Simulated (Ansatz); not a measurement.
# C2H5FOSi2: basis-set convergence

Aim: see how fast density functionals converge with the basis set for C2H5FOSi2.

Computed with Ansatz 0.2.0, Gaussian basis. Level: one geometry, several basis sets.

Levels to be run: PBE0-D4/def2-SVP; ωB97M-V/def2-SVP; PBE0-D4/def2-QZVPP; ωB97M-V/def2-QZVPP; the functionals' def2-TZVPP values are taken from earlier runs.

## 1. The relaxed structure

All runs share one geometry, relaxed beforehand with PBE0-D4 in a triple-zeta def2 set.

SMILES `FC1=C[SiH2]O[SiH2]1`, 11 atoms, charge 0, spin multiplicity 1.

Atoms are counted from 1 here; the program's logs count them from 0.

Bond lengths: F1–C2 1.342 Å, C2–C3 1.333 Å, C2–Si6 1.887 Å, C3–Si4 1.860 Å, C3–H7 1.087 Å, Si4–O5 1.659 Å, Si4–H8 1.484 Å, Si4–H9 1.484 Å, O5–Si6 1.648 Å, Si6–H10 1.483 Å, Si6–H11 1.483 Å. Angles: F1–C2–C3 122.6°, F1–C2–Si6 122.1°, C3–C2–Si6 115.3°, C2–C3–Si4 110.8°, C2–C3–H7 121.5°, Si4–C3–H7 127.8°, C3–Si4–O5 100.6°, C3–Si4–H8 113.1°, C3–Si4–H9 113.2°, O5–Si4–H8 110.5°, O5–Si4–H9 110.5°, H8–Si4–H9 108.8°, Si4–O5–Si6 115.6°, C2–Si6–O5 97.7°, C2–Si6–H10 112.7°, C2–Si6–H11 112.7°, O5–Si6–H10 111.9°, O5–Si6–H11 111.9° and more.

## 2. PBE0-D4 in def2-SVP

File in.yaml:

```yaml
crystal:
  periodic: [false, false, false]
  atoms:
    - {symbol: F, position_ang: [2.283860, -0.781107, -0.948621]}
    - {symbol: C, position_ang: [1.112533, -0.395716, -0.418156]}
    - {symbol: C, position_ang: [0.774770, -0.658641, 0.844325]}
    - {symbol: Si, position_ang: [-0.911827, 0.022392, 1.230979]}
    - {symbol: O, position_ang: [-1.308092, 0.704594, -0.228725]}
    - {symbol: Si, position_ang: [-0.173837, 0.558395, -1.415193]}
    - {symbol: H, position_ang: [1.441207, -1.202766, 1.507921]}
    - {symbol: H, position_ang: [-0.893726, 1.053681, 2.298431]}
    - {symbol: H, position_ang: [-1.895103, -1.027380, 1.597715]}
    - {symbol: H, position_ang: [-0.684913, -0.209921, -2.575902]}
    - {symbol: H, position_ang: [0.320429, 1.879571, -1.872275]}
basis:
  gaussian: {orbitals: def2-SVP}
hamiltonian: {xc: pbe0, dispersion: d4}
output: {orbitals: {seedname: orbitals}}
```

Further steps of the session: ωB97M-V in def2-SVP; PBE0-D4 in def2-QZVPP; ωB97M-V in def2-QZVPP.

Before running them: what should the planned runs give, taken together? Wanted: PBE0-D4: double and triple zeta above quadruple; ωB97M-V: double and triple zeta above quadruple.

**Answer**, as computed:

| quantity | value |
| --- | --- |
| PBE0-D4: double and triple zeta above quadruple | 14.95, 0.92 eV |
| ωB97M-V: double and triple zeta above quadruple | 15.11, 0.85 eV |

**Reading.** PBE0-D4 gains 14.03 eV from double to triple zeta, then 0.92 eV more. These are total energies; as a rule much of such shifts cancels in differences, which this series doesn't test.
